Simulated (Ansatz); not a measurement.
## CH₇AlGeSi, SMILES [SiH3][CH]1[AlH][GeH2]1: an atomisation energy, step by step

Program: Ansatz 0.2.0, Python API.

The cells in order, each with its output:

**Cell 1**
```python
from collections import Counter

import ansatz as az
```

**Cell 2**
```python
config = {
    "basis": "cc-pVDZ",
    "xc": "r2scan0",
}
```

**Cell 3**
```python
def total_energy(molecule, charge=0, unpaired=0):
    calc = (
        molecule.calculation()
        .basis(gaussian=config["basis"])
        .functional(config["xc"])
    )
    if charge:
        calc = calc.charge(charge)
    if unpaired:
        calc = calc.spin("collinear", total=unpaired)
    report = calc.run().report
    if report["published_state_doubts"]:
        print("  doubts:", report["published_state_doubts"])
    return report["free_energy_ev"]
```

**Cell 4**
```python
GEOMETRY = """
Si   -0.85280    1.33810   -0.12060
C     0.57650    0.26450   -0.35080
Al    1.09330   -0.60810    1.27890
Ge    0.13270   -1.55170   -0.75200
H    -1.47470    1.67920   -1.46840
H    -1.91660    0.73430    0.69800
H    -0.45110    2.63430    0.52090
H     1.42890    0.67540   -1.00570
H     1.75200   -0.65170    2.80430
H     1.12240   -2.51830   -1.32420
H    -1.34530   -2.05310   -0.25960
"""
```

**Cell 5**
```python
system = az.Crystal.molecule()
for line in GEOMETRY.strip().splitlines():
    symbol, *xyz = line.split()
    system = system.atom(symbol, [float(v) for v in xyz])
```

**Cell 6**
```python
# unpaired electrons of the ground-state atoms
unpaired = {"Si": 2, "C": 2, "Al": 1, "Ge": 2, "H": 1}
counts = Counter(site.symbol for site in system.cartesian_sites)
atom_energy = {s: total_energy(az.Crystal.molecule().atom(s, (0, 0, 0)), 0, unpaired[s]) for s in counts}
whole = total_energy(system, 0, 0)
for s, e in atom_energy.items():
    print(f"{s:2s} x{counts[s]}  {e:14.5f} eV")
print(f"CH7AlGeSi: {whole:.5f} eV")
split = sum(counts[s] * e for s, e in atom_energy.items()) - whole
print(f"atomisation energy (no zero-point term): {23.060548 * split:.1f} kcal/mol, {split / sum(counts.values()):.3f} eV an atom")
```
Output:
```text
Si x1     -7873.29488 eV
C  x1     -1029.34840 eV
Al x1     -6594.02386 eV
Ge x1    -56514.20609 eV
H  x7       -13.58463 eV
CH7AlGeSi: -72137.05367 eV
atomisation energy (no zero-point term): 716.9 kcal/mol, 2.826 eV an atom
```

716.9 kcal/mol from the electronic energies, without the zero-point term.

Caveats:
- Total energies depend on the basis set; only differences at equal settings carry meaning.
- The geometry is a force-field or estimated start, not a minimum of this method, and the basis set is short of its limit. All parts are taken at fixed geometry, without zero-point energy.
- For Al to Cl the sets with a tight d function, cc-pV(X+d)Z, are usual.
- Timing: 16 s on 1 thread of Arm Neoverse V1 (shared host), peak memory 0.35 GiB.
